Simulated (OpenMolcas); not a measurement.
# Ir: CASSCF and CASPT2 terms and fine-structure levels

Wanted: the level scheme of Ir from active-space wave functions, then second-order correlation under several settings.

Program: OpenMolcas 26.06. Level of theory: state-averaged CASSCF and CASPT2, spin-orbit coupling by RASSI with atomic mean-field integrals. These are calculated values, not measurements, unless marked.

## (1) The system

| Property | Result |
| --- | --- |
| Species | Ir (iridium, Z = 77, 77 electrons) |
| Basis | ANO-RCC-VDZP [7s6p4d2f], 59 functions |
| Scalar Hamiltonian | DKH2, point nucleus |
| Inactive shells | 1s 2s 2p 3s 3p 3d 4s 4p 4d 4f 5s 5p |
| Active space | 9 electrons in 6 orbitals (5d 6s) |
| Some configurations of this space | 5d⁷ 6s², 5d⁸ 6s, 5d⁹ |
| Orbitals | optimised for the ground-state spin in each parity, averaged over the low roots |

The outer shells:

5d7 6s2
```
5d [↑↓][↑↓][↑ ][↑ ][↑ ]
6s [↑↓]
```

5d8 6s
```
5d [↑↓][↑↓][↑↓][↑ ][↑ ]
6s [↑ ]
```

5d9
```
5d [↑↓][↑↓][↑↓][↑↓][↑ ]
```

The work runs as a chain of OpenMolcas steps in one folder; each step below is one input file. Labels, J, g values, rates, χT and fits are worked out afterwards by a script from the matrices that RASSI stores.

## (2) GATEWAY and SEWARD: basis and integrals

File a.inp:

```
&GATEWAY
Coord
1

Ir 0.0 0.0 0.0
Basis=ANO-RCC-VDZP
Group=XYZ
NoMove
AngMom=0.0 0.0 0.0
AMFI
&SEWARD
```

Run with:

```sh
$ OMP_NUM_THREADS=1 MOLCAS_MEM=1689 MOLCAS_PROJECT=a pymolcas a.inp > a.log
```

## (3) Reference wave functions, quartets of even parity, 20 roots

File a.inp:

```
&RASSCF
FileOrb=start.orb
Symmetry=1
Spin=4
nActEl=9 0 0
Inactive=15 19
Ras2=6 0
CIRoot=20 20 1
SDav=20
CIMx=300
Iter=120 100
PrWF=0.3
OrbListing=Nothing
MaxOrb=0
Atom
>>> COPY $Project.JobIph JOB001
```

start.orb holds the contracted functions of the basis, ordered by shell, or the orbitals of the step before.

## (4) Reference wave functions, doublets of even parity, 70 roots

File a.inp:

```
&RASSCF
FileOrb=start.orb
Symmetry=1
Spin=2
nActEl=9 0 0
Inactive=15 19
Ras2=6 0
CIRoot=70 70 1
SDav=70
CIMx=300
Iter=120 100
PrWF=0.3
OrbListing=Nothing
MaxOrb=0
Atom
CIOnly
>>> COPY $Project.JobIph JOB002
```

## (5) State interaction with spin-orbit coupling

File a.inp:

```
&RASSI
NrOfJobIphs=2 20 64
1 2 3 4 5 6 7 8 9 10 11 12 13 14 15 16 17 18 19 20
1 2 3 4 5 6 7 8 9 10 11 12 13 14 15 16 17 18 19 20 21 22 23 24 25 26 27
28 29 30 31 32 33 34 35 36 37 38 39 40 41 42 43 44 45 46 47 48 49 50 51
52 53 54 55 56 57 58 59 60 61 62 63 64
IphNames
JOB001
JOB002
EJob
SpinOrbit
DIPRint=1.0
SOCoupling=1000.0
Subsets=2
MEES
Property=10
'ANGMOM' 1 'ANGMOM' 2 'ANGMOM' 3 'MLTPL  1' 1 'MLTPL  1' 2 'MLTPL  1' 3
'AMFI' 1 'AMFI' 2 'AMFI' 3 'MLTPL  2' 6
SOProperty=3
'ANGMOM' 1 'ANGMOM' 2 'ANGMOM' 3
```

## (6) CASPT2: IPEA 0.25, imaginary shift 0.1 (closed shells correlated: 5s 5p)

File a.inp:

```
>>> COPY JOB001 $Project.JobIph
&CASPT2
Multistate=20 1 2 3 4 5 6 7 8 9 10 11 12 13 14 15 16 17 18 19 20
Frozen=14 16
IPEA=0.25
Imaginary=0.1
MaxIter=60
WThr=0.0 0.3 0.05
PrWF=0.5
NoMix
>>> COPY JOB002 $Project.JobIph
&CASPT2
Multistate=64 1 2 3 4 5 6 7 8 9 10 11 12 13 14 15 16 17 18 19 20 21 22
23 24 25 26 27 28 29 30 31 32 33 34 35 36 37 38 39 40 41 42 43 44 45 46
47 48 49 50 51 52 53 54 55 56 57 58 59 60 61 62 63 64
Frozen=14 16
IPEA=0.25
Imaginary=0.1
MaxIter=60
WThr=0.0 0.3 0.05
PrWF=0.5
NoMix
```

## (7) CASPT2: IPEA 0, imaginary shift 0.1 (closed shells correlated: 4f 5s 5p)

Changes to a.inp since step 6:

```diff
@@ -3,4 +3,4 @@
 Multistate=20 1 2 3 4 5 6 7 8 9 10 11 12 13 14 15 16 17 18 19 20
-Frozen=14 16
-IPEA=0.25
+Frozen=14 9
+IPEA=0.0
 Imaginary=0.1
@@ -15,4 +15,4 @@
 47 48 49 50 51 52 53 54 55 56 57 58 59 60 61 62 63 64
-Frozen=14 16
-IPEA=0.25
+Frozen=14 9
+IPEA=0.0
 Imaginary=0.1
```

(Steps that only read results are left out.)

What does the calculation give? Wanted: lowest level; first excited level; spin-orbit lowering of the lowest level; strongest of the lines computed, by gA.

As calculated:

| quantity | value |
| --- | --- |
| method | SS-CASPT2, IPEA 0.25, imaginary shift 0.1 (closed shells correlated: 5s 5p) |
| lowest level | 5d⁷ 6s² ⁴F_9/2, 88 % of that term, g = 1.306 |
| ground level listed by NIST | 4F9/2 |
| first excited level | 5d⁸ 6s ⁴F_9/2 at 0.722 eV |
| spin-orbit lowering of the lowest level | 0.9264 eV |
| strongest of the lines computed, by gA (one parity, so forbidden lines), at CASSCF energies | 5d⁷ 6s² ²G_9/2 → 5d⁷ 6s² ⁴F_9/2, 658.9 nm, A = 1.48e+01 s⁻¹ |

What each method costs and misses:

```tsv
method	time of its own steps	time with the reference	mean absolute difference from the measured levels (cm-1)
A. CASSCF	21 s	21 s	2700
B. SS-CASPT2, IPEA 0.25, imaginary shift 0.1, +5s 5p	19 s	40 s	3500
C. SS-CASPT2, IPEA 0, imaginary shift 0.1, +4f 5s 5p	24 s	45 s	2900
```

Times are of one thread on a shared host.

What this shows: The multiplet ⁴F is irregular, with J out of order. Second-order correlation (method B) scales the levels of the lowest configuration above 5000 cm⁻¹ by 0.91 to 1.02. Method A lies closest to the measured levels (2700 cm⁻¹ on average) and B farthest (3500). Only the configurations of the active space and the roots asked for are present. The doublets rest on orbitals optimised for another spin in at least one step, which raises them against the optimised states. Not all states of the active space went into the spin-orbit step. Measured levels are paired by their LS label, which is uncertain where the leading share is low. CASPT2 does not keep the components of a term degenerate, and the means are used. Configurations with different d counts are hard to place against each other, and can be off by thousands to tens of thousands of cm-1. Levels of other configurations are missing from the list.
